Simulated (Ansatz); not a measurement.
Nudged elastic band run: Hf8CN6

input.yaml

```yaml
crystal:
  lattice:
    - [-3.133908, -5.428088, 0.0]
    - [4.700862, -2.714044, 0.0]
    - [0.0, 0.0, 5.416768]
  atoms:
    - { symbol: Hf, position: [0.4991519, 0.65914714, 0.7565199] }
    - { symbol: Hf, position: [0.49916682, 0.34398243, 0.23842561] }
    - { symbol: "N", position: [0.75315567, 0.49920694, -0.00181977] }
    - { symbol: "N", position: [0.75053149, 0.49815511, 0.4974681] }
    - { symbol: Hf, position: [0.24476839, 0.17172761, 0.75778632] }
    - { symbol: Hf, position: [0.24354469, 0.82850617, 0.23828325] }
    - { symbol: C, position: [0.4991355, 0.00050261, -0.00114399] }
    - { symbol: Hf, position: [-0.00083029, 0.67208806, 0.74519151] }
    - { symbol: Hf, position: [-0.00084967, 0.33137617, 0.25137874] }
    - { symbol: "N", position: [0.24515656, 0.49918329, -0.00179077] }
    - { symbol: "N", position: [0.24770688, 0.4981415, 0.49747832] }
    - { symbol: Hf, position: [0.75353761, 0.17166983, 0.75779194] }
    - { symbol: Hf, position: [0.75475193, 0.82849753, 0.23826474] }
    - { symbol: "N", position: [-0.00082778, 0.00062716, -0.00173101] }
    - { symbol: "N", position: [-0.00089557, 0.00047496, 0.49737401] }
basis:
  ecutwfc: 420.0
kpoints:
  mp_grid: { grid: [2, 2, 2] }
hamiltonian:
  xc: pbe
  pseudopotentials: { kind: paw, azcp: { folder: soft_1 } }
scf:
  occupations: { method: gaussian, width: 0.02 }
  lower_state_search: "off"
neb:
  images: 5
  f_tol: 0.05
  initial_path: idpp
  max_iterations: 39
  optimiser: fire
  final_atoms:
    - { symbol: Hf, position: [0.49999999, 0.65729381, 0.74036008] }
    - { symbol: Hf, position: [0.5, 0.34270618, 0.25963992] }
    - { symbol: "N", position: [0.75153423, 0.49999999, 0.0] }
    - { symbol: "N", position: [0.75382438, 0.49999999, 0.5] }
    - { symbol: Hf, position: [0.24509275, 0.17132776, 0.74059933] }
    - { symbol: Hf, position: [0.24509274, 0.82867224, 0.25940067] }
    - { symbol: C, position: [0.5, -1.0e-08, -0.5] }
    - { symbol: Hf, position: [-1.0e-08, 0.67034337, 0.75227469] }
    - { symbol: Hf, position: [0.0, 0.32965663, 0.24772531] }
    - { symbol: "N", position: [0.24846576, 0.5, 0.0] }
    - { symbol: "N", position: [0.24617562, 0.5, 0.5] }
    - { symbol: Hf, position: [0.75490725, 0.17132775, 0.74059933] }
    - { symbol: Hf, position: [0.75490725, 0.82867223, 0.25940067] }
    - { symbol: "N", position: [0.0, 0.0, 0.0] }
    - { symbol: "N", position: [0.0, 0.0, 0.5] }
  order_check: true
```

Launched with:

```bash
$ ansatz run input.yaml --threads 2 --pin off --max-ram 5120MiB --backend cpu --events-out ev --progress --plain --runs-dir out
```

Output, in part (warnings, iteration lines):

```
NEB end point (image 0): max|allowed force component| = 1.911e-2 eV/Å (the criterion of neb.relax_end_points is 1.000e-2)
NEB end point (image 6): max|allowed force component| = 2.323e-2 eV/Å (the criterion of neb.relax_end_points is 1.000e-2)
WARN: eigensolver did not converge (k=6): 7 band(s) unlocked after 108 sweeps at occupation × residual norm < 6.67e-6 eV (lowest unlocked band 0, counted from 0, weighed at 2.000 electrons; max residual 1.95e-4 eV among the unlocked bands, 1.95e-4 eV over every band, not weighted by occupation; …
WARN: eigensolver did not converge (k=6): 1 band(s) unlocked after 103 sweeps at occupation × residual norm < 6.67e-6 eV (lowest unlocked band 4, counted from 0, weighed at 2.000 electrons; max residual 3.97e-6 eV among the unlocked bands, 3.97e-6 eV over every band, not weighted by occupation; …
WARN: eigensolver did not converge (k=6): 1 band(s) unlocked after 108 sweeps at occupation × residual norm < 6.67e-6 eV (lowest unlocked band 7, counted from 0, weighed at 2.000 electrons; max residual 3.78e-6 eV among the unlocked bands, 3.78e-6 eV over every band, not weighted by occupation; …
WARN: eigensolver did not converge (k=6): 3 band(s) unlocked after 103 sweeps at occupation × residual norm < 6.67e-6 eV (lowest unlocked band 4, counted from 0, weighed at 2.000 electrons; max residual 2.95e-5 eV among the unlocked bands, 2.95e-5 eV over every band, not weighted by occupation; …
NEB iter   1: max|band force component| = 4.586e0 eV/Å  barrier→ = 4.1947 eV  barrier← = 4.1943 eV  Δτ_max = 0.0725 Å  (77 SCF iters)
NEB iter   2: max|band force component| = 2.018e0 eV/Å  barrier→ = 3.7320 eV  barrier← = 3.7317 eV  Δτ_max = 0.0967 Å  (46 SCF iters)
NEB iter   3: max|band force component| = 2.539e0 eV/Å  barrier→ = 3.8033 eV  barrier← = 3.8030 eV  Δτ_max = 0.0104 Å  (43 SCF iters)
NEB iter   4: max|band force component| = 2.188e0 eV/Å  barrier→ = 3.7448 eV  barrier← = 3.7444 eV  Δτ_max = 0.0194 Å  (31 SCF iters)
NEB iter   5: max|band force component| = 1.501e0 eV/Å  barrier→ = 3.6672 eV  barrier← = 3.6668 eV  Δτ_max = 0.0254 Å  (31 SCF iters)
NEB iter   6: max|band force component| = 5.357e-1 eV/Å  barrier→ = 3.6217 eV  barrier← = 3.6213 eV  Δτ_max = 0.0265 Å  (33 SCF iters)
NEB iter   7: max|band force component| = 1.118e0 eV/Å  barrier→ = 3.6318 eV  barrier← = 3.6315 eV  Δτ_max = 0.0012 Å  (33 SCF iters)
NEB iter   8: max|band force component| = 1.078e0 eV/Å  barrier→ = 3.6295 eV  barrier← = 3.6292 eV  Δτ_max = 0.0023 Å  (22 SCF iters)
[... lines left out ...]
NEB iter  30: max|band force component| = 9.281e-2 eV/Å  barrier→ = 3.5918 eV  barrier← = 3.5914 eV  CI = image 3  Δτ_max = 0.0005 Å  (18 SCF iters)
```

It converged. Neighbouring images differ by up to 1.8 eV, so the band resolves the path poorly. By the program's own check the climbing image is of a kind that is not told: the force calls were inconclusive, a negative curvature could not be distinguished from the path's own, the only one lies far off the path, or fixed occupations may fill a level only in part (lowest curvatures found: -10.04 and 5.46 eV/Å²). Limits of this set-up: coarse k mesh.

Final band:

```json
{"image": "0", "path coordinate (Å)": "0.00", "energy (eV)": "0.00"}
{"image": "1", "path coordinate (Å)": "0.46", "energy (eV)": "0.86"}
{"image": "2", "path coordinate (Å)": "0.91", "energy (eV)": "2.66"}
{"image": "3", "path coordinate (Å)": "1.37", "energy (eV)": "3.59"}
{"image": "4", "path coordinate (Å)": "1.82", "energy (eV)": "2.67"}
{"image": "5", "path coordinate (Å)": "2.27", "energy (eV)": "0.89"}
{"image": "6", "path coordinate (Å)": "2.73", "energy (eV)": "0.00"}
```

The run took 24 min on 2 threads of Intel(R) Xeon(R) Platinum 8259CL CPU @ 2.50GHz (Skylake/Cascade Lake), on a shared host, peak memory 1.3 GiB.
